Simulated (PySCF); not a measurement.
**Krypton: the same states on changed settings**

These states were run before on sound settings. What differs here: initial guess sap, at most 50 SCF cycles. What does it move?

The numbers are computed with PySCF 2.14.0 (unrestricted determinants in a Gaussian basis, no spin-orbit coupling in the energies), except any that are marked as measured or tabulated.

## Step 1: The system

```
Element                                   : krypton (Z = 36)
Basis                                     : aug-cc-pVDZ-DK
Hamiltonian                               : the spin-free X2C one-electron Hamiltonian (Gaussian nucleus)
State 1                                   : Kr: [Kr], closed-shell 1S
State 2                                   : Kr⁺: [Ar] 3d10 4s2 4p5, 2P determinant
Methods                                   : UHF, PBE0, TPSS, MP2, CCSD(T)
Core shells frozen in the correlated runs : valence: [Ar] 3d10 (for Kr)
```

Outer shells as boxes (Hund's rule):

Kr [Kr]
```
[Ar] core
3d [↑↓][↑↓][↑↓][↑↓][↑↓]
4s [↑↓]
4p [↑↓][↑↓][↑↓]
```

Kr+ [Ar] 3d10 4s2 4p5
```
[Ar] core
3d [↑↓][↑↓][↑↓][↑↓][↑↓]
4s [↑↓]
4p [↑↓][↑↓][↑ ]
```

The sound run (aug-cc-pVDZ-DK, scalar relativity by spin-free X2C-1e, symmetry-adapted start, fine grid, valence correlation) gave:

| species | method | energy (hartree) |
| --- | --- | --- |
| Kr | UHF | -2788.05464 |
| Kr | PBE0 | -2789.60812 |
| Kr | TPSS | -2789.80578 |
| Kr | MP2 (valence) | -2788.18171 |
| Kr | CCSD(T) (valence) | -2788.19429 |
| Kr⁺ | UHF | -2787.57027 |
| Kr⁺ | PBE0 | -2789.08742 |
| Kr⁺ | TPSS | -2789.28615 |
| Kr⁺ | MP2 (valence) | -2787.66800 |
| Kr⁺ | CCSD(T) (valence) | -2787.68371 |

One driver process ran all states and methods and kept the integrals in memory. Each run is shown as a PySCF script that sums up its settings (the driver passes frozen orbitals as a list and adds second-order terms of double hybrids); the logs are those of the runs themselves.

It was started by

```sh
> OMP_NUM_THREADS=1 python atomrun2.py TASK.json OUT
```

The integrals over 36 functions and the set-up took 0.23 s of CPU time.

## Step 2: Changed run, Kr

UHF:

input.py reads:

```python
from pyscf import gto, scf, dft, mp, cc
import basis_set_exchange as bse
mol = gto.M(atom="Kr 0 0 0", charge=0, spin=0, symmetry="D2h",
            basis=gto.basis.parse(bse.get_basis("aug-cc-pVDZ-DK", elements=["Kr"], fmt="nwchem", header=False)),
            nucmod="G")
mf = scf.UHF(mol).sfx2c1e()
mf.irrep_nelec = {'Ag': (6, 6), 'B1g': (1, 1), 'B2g': (1, 1), 'B3g': (1, 1), 'B1u': (3, 3), 'B2u': (3, 3), 'B3u': (3, 3)}
mf.init_guess = "sap"
mf.max_cycle = 50
mf.kernel()
```

The program printed:

```text
damping factor = 0
level_shift factor = 0
DIIS = <class 'pyscf.scf.diis.CDIIS'>
diis_start_cycle = 1
diis_space = 10
diis_damp = 0
SCF conv_tol = 1e-09
SCF conv_tol_grad = None
number electrons alpha = 18  beta = 18
irrep_nelec {'Ag': (6, 6), 'B1g': (1, 1), 'B2g': (1, 1), 'B3g': (1, 1), 'B1u': (3, 3), 'B2u': (3, 3), 'B3u': (3, 3)}
alpha HOMO (B1u) = -0.587023021376704  LUMO (Ag) = 0.126777737106395
  HOMO = -0.587023021377  LUMO = 0.126777737106  gap/eV = 19.42351
cycle= 1 E= -2788.04954232187  delta_E= -0.0964  |g|= 0.135  |ddm|= 0.853
alpha HOMO (B1u) = -0.505511771190031  LUMO (B2u) = 0.136600341447519
  HOMO = -0.50551177119  LUMO = 0.136600341448  gap/eV = 17.47276
cycle= 2 E= -2788.05424395509  delta_E= -0.0047  |g|= 0.038  |ddm|= 0.354
alpha HOMO (B1u) = -0.525148106785353  LUMO (B2u) = 0.135508481738832
  HOMO = -0.525148106785  LUMO = 0.135508481739  gap/eV = 17.97738
cycle= 3 E= -2788.0546355664  delta_E= -0.000392  |g|= 0.001  |ddm|= 0.0668
alpha HOMO (B1u) = -0.524634883053927  LUMO (B2u) = 0.135592942028747
  HOMO = -0.524634883054  LUMO = 0.135592942029  gap/eV = 17.96571
cycle= 4 E= -2788.0546367937  delta_E= -1.23e-06  |g|= 0.000135  |ddm|= 0.00404
alpha HOMO (B1u) = -0.524540788387437  LUMO (B2u) = 0.135605413955042
  HOMO = -0.524540788387  LUMO = 0.135605413955  gap/eV = 17.96349
cycle= 5 E= -2788.05463681882  delta_E= -2.51e-08  |g|= 6.01e-06  |ddm|= 0.000704
alpha HOMO (B1u) = -0.524542582948661  LUMO (B2u) = 0.135605589349659
  HOMO = -0.524542582949  LUMO = 0.13560558935  gap/eV = 17.96355
cycle= 6 E= -2788.05463681884  delta_E= -2.73e-11  |g|= 5.93e-07  |ddm|= 2.54e-05
converged SCF energy = -2788.05463681884  <S^2> = -1.4210855e-14  2S+1 = 1
```

It took 0.15 s on 1 thread of Neoverse-N1, shared host, the integrals not counted.

The occupied shells:

| shell | electrons | mean orbital energy (eV) | spread (eV) | rms radius (bohr) |
| --- | --- | --- | --- | --- |
| 1s | 2 | -14403.3 | 0 | 0.0478 |
| 2s | 2 | -1960.5 | 0 | 0.199 |
| 2p | 6 | -1728.5 | 0 | 0.177 |
| 3s | 2 | -305.38 | 0 | 0.565 |
| 3p | 6 | -228.99 | 0 | 0.581 |
| 3d | 10 | -101.94 | 0 | 0.613 |
| 4s | 2 | -32.377 | 0 | 1.71 |
| 4p | 6 | -14.274 | 0 | 2.11 |

⟨S²⟩ = 0.000, ⟨L²⟩ = 0.00.

PBE0:

input.py, as changed from the run before:

```diff
@@ -5,3 +5,3 @@
             nucmod="G")
-mf = scf.UHF(mol).sfx2c1e()
+mf = dft.UKS(mol, xc="PBE0").sfx2c1e()
 mf.irrep_nelec = {'Ag': (6, 6), 'B1g': (1, 1), 'B2g': (1, 1), 'B3g': (1, 1), 'B1u': (3, 3), 'B2u': (3, 3), 'B3u': (3, 3)}
```

The program printed:

```text
damping factor = 0
level_shift factor = 0
DIIS = <class 'pyscf.scf.diis.CDIIS'>
diis_start_cycle = 1
diis_space = 10
diis_damp = 0
SCF conv_tol = 1e-09
SCF conv_tol_grad = None
number electrons alpha = 18  beta = 18
irrep_nelec {'Ag': (6, 6), 'B1g': (1, 1), 'B2g': (1, 1), 'B3g': (1, 1), 'B1u': (3, 3), 'B2u': (3, 3), 'B3u': (3, 3)}
XC functionals = PBE0
    C. Adamo and V. Barone.,  J. Chem. Phys. 110, 6158 (1999)
    M. Ernzerhof and G. E. Scuseria.,  J. Chem. Phys. 110, 5029 (1999)
alpha HOMO (B1u) = -0.471818499137658  LUMO (Ag) = 0.0367119889132759
  HOMO = -0.471818499138  LUMO = 0.0367119889133  gap/eV = 13.83782
cycle= 1 E= -2789.58807204415  delta_E= -0.0625  |g|= 0.243  |ddm|= 1.25
alpha HOMO (B1u) = -0.34577199896265  LUMO (Ag) = 0.0667427432886547
  HOMO = -0.345771998963  LUMO = 0.0667427432886  gap/eV = 11.22510
cycle= 2 E= -2789.59912033754  delta_E= -0.011  |g|= 0.159  |ddm|= 0.923
alpha HOMO (B1u) = -0.397332775683972  LUMO (Ag) = 0.0544830181331799
  HOMO = -0.397332775684  LUMO = 0.0544830181332  gap/eV = 12.29453
cycle= 3 E= -2789.60811913434  delta_E= -0.009  |g|= 0.00263  |ddm|= 0.358
alpha HOMO (B1u) = -0.395482968506812  LUMO (Ag) = 0.0551622845632012
  HOMO = -0.395482968507  LUMO = 0.0551622845632  gap/eV = 12.26268
cycle= 4 E= -2789.60812321097  delta_E= -4.08e-06  |g|= 0.00019  |ddm|= 0.00947
alpha HOMO (B1u) = -0.395543060463957  LUMO (Ag) = 0.055183017761929
  HOMO = -0.395543060464  LUMO = 0.0551830177619  gap/eV = 12.26488
cycle= 5 E= -2789.60812322852  delta_E= -1.76e-08  |g|= 5.99e-06  |ddm|= 0.00041
alpha HOMO (B1u) = -0.395538489373795  LUMO (Ag) = 0.0551861302191357
  HOMO = -0.395538489374  LUMO = 0.0551861302191  gap/eV = 12.26484
cycle= 6 E= -2789.60812322854  delta_E= -1.64e-11  |g|= 6.77e-08  |ddm|= 2.2e-05
converged SCF energy = -2789.60812322854  <S^2> = -1.4210855e-14  2S+1 = 1
```

Time after the integrals: 0.66 s (1 thread of Neoverse-N1, shared host).

TPSS:

input.py, as changed from the run before:

```diff
@@ -5,3 +5,3 @@
             nucmod="G")
-mf = dft.UKS(mol, xc="PBE0").sfx2c1e()
+mf = dft.UKS(mol, xc="TPSS").sfx2c1e()
 mf.irrep_nelec = {'Ag': (6, 6), 'B1g': (1, 1), 'B2g': (1, 1), 'B3g': (1, 1), 'B1u': (3, 3), 'B2u': (3, 3), 'B3u': (3, 3)}
```

The program printed:

```text
damping factor = 0
level_shift factor = 0
DIIS = <class 'pyscf.scf.diis.CDIIS'>
diis_start_cycle = 1
diis_space = 10
diis_damp = 0
SCF conv_tol = 1e-09
SCF conv_tol_grad = None
number electrons alpha = 18  beta = 18
irrep_nelec {'Ag': (6, 6), 'B1g': (1, 1), 'B2g': (1, 1), 'B3g': (1, 1), 'B1u': (3, 3), 'B2u': (3, 3), 'B3u': (3, 3)}
XC functionals = TPSS
    J. Tao, J. P. Perdew, V. N. Staroverov, and G. E. Scuseria.,  Phys. Rev. Lett. 91, 146401 (2003)
    J. P. Perdew, J. Tao, V. N. Staroverov, and G. E. Scuseria.,  J. Chem. Phys. 120, 6898 (2004)
    J. Tao, J. P. Perdew, V. N. Staroverov, and G. E. Scuseria.,  Phys. Rev. Lett. 91, 146401 (2003)
    J. P. Perdew, J. Tao, V. N. Staroverov, and G. E. Scuseria.,  J. Chem. Phys. 120, 6898 (2004)
alpha HOMO (B1u) = -0.423145314232518  LUMO (Ag) = 0.0191139738962973
  HOMO = -0.423145314233  LUMO = 0.0191139738963  gap/eV = 12.03449
cycle= 1 E= -2789.77877742149  delta_E= -0.0486  |g|= 0.272  |ddm|= 1.35
alpha HOMO (B1u) = -0.28370599482712  LUMO (Ag) = 0.0528299497569444
  HOMO = -0.283705994827  LUMO = 0.0528299497569  gap/eV = 9.15761
cycle= 2 E= -2789.78601426404  delta_E= -0.00724  |g|= 0.226  |ddm|= 1.16
alpha HOMO (B1u) = -0.347968376158415  LUMO (Ag) = 0.0367870116566948
  HOMO = -0.347968376158  LUMO = 0.0367870116567  gap/eV = 10.46973
cycle= 3 E= -2789.80576654184  delta_E= -0.0198  |g|= 0.00465  |ddm|= 0.511
alpha HOMO (B1u) = -0.34488744068986  LUMO (Ag) = 0.037877920996767
  HOMO = -0.34488744069  LUMO = 0.0378779209968  gap/eV = 10.41558
cycle= 4 E= -2789.80578098031  delta_E= -1.44e-05  |g|= 0.000474  |ddm|= 0.0168
alpha HOMO (B1u) = -0.345016232291611  LUMO (Ag) = 0.0378855832446472
  HOMO = -0.345016232292  LUMO = 0.0378855832446  gap/eV = 10.41929
cycle= 5 E= -2789.80578109371  delta_E= -1.13e-07  |g|= 4.13e-06  |ddm|= 0.00125
alpha HOMO (B1u) = -0.34501463373363  LUMO (Ag) = 0.0378867950122046
  HOMO = -0.345014633734  LUMO = 0.0378867950122  gap/eV = 10.41928
cycle= 6 E= -2789.80578109371  delta_E= -4.09e-12  |g|= 2.69e-08  |ddm|= 8.53e-06
converged SCF energy = -2789.80578109371  <S^2> = -1.7763568e-14  2S+1 = 1
```

Time after the integrals: 1.3 s (1 thread of Neoverse-N1, shared host).

MP2 (valence):

input.py, as changed from the run before:

```diff
@@ -5,3 +5,3 @@
             nucmod="G")
-mf = dft.UKS(mol, xc="TPSS").sfx2c1e()
+mf = scf.UHF(mol).sfx2c1e()
 mf.irrep_nelec = {'Ag': (6, 6), 'B1g': (1, 1), 'B2g': (1, 1), 'B3g': (1, 1), 'B1u': (3, 3), 'B2u': (3, 3), 'B3u': (3, 3)}
@@ -10 +10,2 @@
 mf.kernel()
+mp.UMP2(mf, frozen=14).kernel()
```

The driver printed no log here.

Time after the integrals: 0.02 s (1 thread of Neoverse-N1, shared host).

With 8 electrons correlated, the MP2 correlation energy is -0.12708 hartree (-0.03481 same spin, -0.09226 opposite spin); the SCS form gives -0.12232. Largest pairs of shells: 4p-4p -0.1027, 4s-4p -0.0192, 4s-4s -0.0052.

CCSD(T) (valence):

input.py, as changed from the run before:

```diff
@@ -10,2 +10,3 @@
 mf.kernel()
-mp.UMP2(mf, frozen=14).kernel()
+mycc = cc.CCSD(mf, frozen=14).run()
+mycc.ccsd_t()
```

The program printed:

```text
CC2 = 0
CCSD nocc = 4, nmo = 22
frozen orbitals [0, 1, 2, 3, 4, 5, 6, 7, 8, 9, 10, 11, 12, 13]
max_cycle = 100
direct = 0
conv_tol = 1e-08
conv_tol_normt = 1e-06
diis_space = 8
diis_start_cycle = 0
Init t2, MP2 energy = -2788.18171260565  E_corr(MP2) -0.127075786805934
Init E_corr(CCSD) = -0.127075786806153
cycle = 1  E_corr(CCSD) = -0.135935286760457  dE = -0.00885949995  norm(t1,t2) = 0.0191507
cycle = 2  E_corr(CCSD) = -0.137237844371678  dE = -0.00130255761  norm(t1,t2) = 0.00489728
cycle = 3  E_corr(CCSD) = -0.137656779997204  dE = -0.000418935626  norm(t1,t2) = 0.00161583
cycle = 4  E_corr(CCSD) = -0.137662923948888  dE = -6.14395168e-06  norm(t1,t2) = 0.000142178
cycle = 5  E_corr(CCSD) = -0.137658419466436  dE = 4.50448245e-06  norm(t1,t2) = 4.39183e-05
cycle = 6  E_corr(CCSD) = -0.137658314090658  dE = 1.05375778e-07  norm(t1,t2) = 6.04629e-06
cycle = 7  E_corr(CCSD) = -0.137658357691104  dE = -4.36004459e-08  norm(t1,t2) = 1.14219e-06
cycle = 8  E_corr(CCSD) = -0.137658350988353  dE = 6.70275047e-09  norm(t1,t2) = 1.85242e-07
CCSD converged
E(CCSD) = -2788.192295169832  E_corr = -0.1376583509883534
CCSD(T) correction = -0.00199966782303123
```

It took 0.12 s on 1 thread of Neoverse-N1, shared host, the integrals not counted.

CCSD correlation -0.13766 hartree, triples -0.00200; total -2788.194295. T1 = 0.004, largest double amplitude 0.038.

(Part 1 of 2 ends here.)
